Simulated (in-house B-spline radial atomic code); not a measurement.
**Pd¹⁰⁺: density, ELF and screening along the radius**

Aim: the shell structure of Pd¹⁰⁺ in the radial density, the electron localisation function and the screened nuclear charge, under several settings.

The numbers are computed with in-house B-spline radial atomic code version 1 (several methods, spin-polarised, as named in each step; spherical all-electron atom at the radial basis limit), except any that are marked as measured or tabulated.

## Step 1: What is computed

* element: palladium (Z = 46)
* charge: +10
* electrons: 36
* configuration: [Ar] 3d10 4s2 4p6
* nucleus: point (non-relativistic runs) or finite (X2C runs)

Outer shells as boxes (Hund's rule):

[Ar] 3d10 4s2 4p6
```
[Ar] core
3d [↑↓][↑↓][↑↓][↑↓][↑↓]
4s [↑↓]
4p [↑↓][↑↓][↑↓]
```

Where spins are not typed, each open shell is filled with up spins first.

## Step 2: LDA (VWN5), X2C

Settings, as recorded:

```ini
Z = 46
electrons = 36.0
configuration = [Ar] 3d10 4s2 4p6
hamiltonian = x2c
method = lda,vwn
spin_polarised = True
nucleus = fermi
rms_radius = 4.5318
mass_number = 106
atomic_mass = 105.903480287
speed_of_light = 137.035999084
```

Launch:

```sh
$ python run_scf.py task.json out
```

One command runs all members of the session, one after another, from task.json.

## Step 3: PBE, X2C

Settings: those of step 2 with these lines changed.

```diff
@@ -4,3 +4,3 @@
 hamiltonian = x2c
-method = lda,vwn
+method = pbe,pbe
 spin_polarised = True
```

## Step 4: Hartree-Fock, X2C

Settings: those of step 3 with these lines changed.

```diff
@@ -4,3 +4,3 @@
 hamiltonian = x2c
-method = pbe,pbe
+method = hf
 spin_polarised = True
```

## Step 5: r2SCAN0, X2C

Settings: those of step 4 with these lines changed.

```diff
@@ -4,3 +4,3 @@
 hamiltonian = x2c
-method = hf
+method = r2scan0
 spin_polarised = True
```

## Step 6: M06-2X, X2C

Settings: those of step 5 with these lines changed.

```diff
@@ -4,3 +4,3 @@
 hamiltonian = x2c
-method = r2scan0
+method = m062x
 spin_polarised = True
```

How large is the system in each run, where do the shell borders lie, and what is the highest level?

**Answer**, as computed:

| run | total energy (hartree) | highest level (eV) | radius holding 50 / 90 / 99 % (bohr) | radius at n = 0.001 (bohr) | ELF minima on the full grid (bohr) |
| --- | --- | --- | --- | --- | --- |
| LDA (VWN5), X2C | -5011.1408 | -228.82 | 0.321 / 0.951 / 1.50 | 2.14 | 0.050, 0.19, 0.59 |
| PBE, X2C | -5016.1481 | -228.72 | 0.321 / 0.951 / 1.49 | 2.15 | 0.050, 0.19, 0.59 |
| Hartree-Fock, X2C | -5014.5946 | -239.99 | 0.321 / 0.954 / 1.50 | 2.15 | 0.050, 0.19, 0.59 |
| r2SCAN0, X2C | -5016.5652 | -232.64 | 0.321 / 0.952 / 1.49 | 2.14 | 0.050, 0.19, 0.59 |
| M06-2X, X2C | -5017.0306 | -234.93 | 0.320 / 0.952 / 1.50 | 2.14 | 0.050, 0.19, 0.59 |

**Reading.** In the first run ELF has 3 minima on the grid, which mark the borders between shells. On the record's full grid the screened charge (r times the electrostatic potential) falls from 45.9 near the nucleus to 10.00 at 3.3 bohr; far out it tends to the net charge, 10. The grid is coarse (about 21 % a step), so the places of minima are rough. For X2C runs ELF uses the non-relativistic kinetic energy density, and the fields carry no picture-change correction.
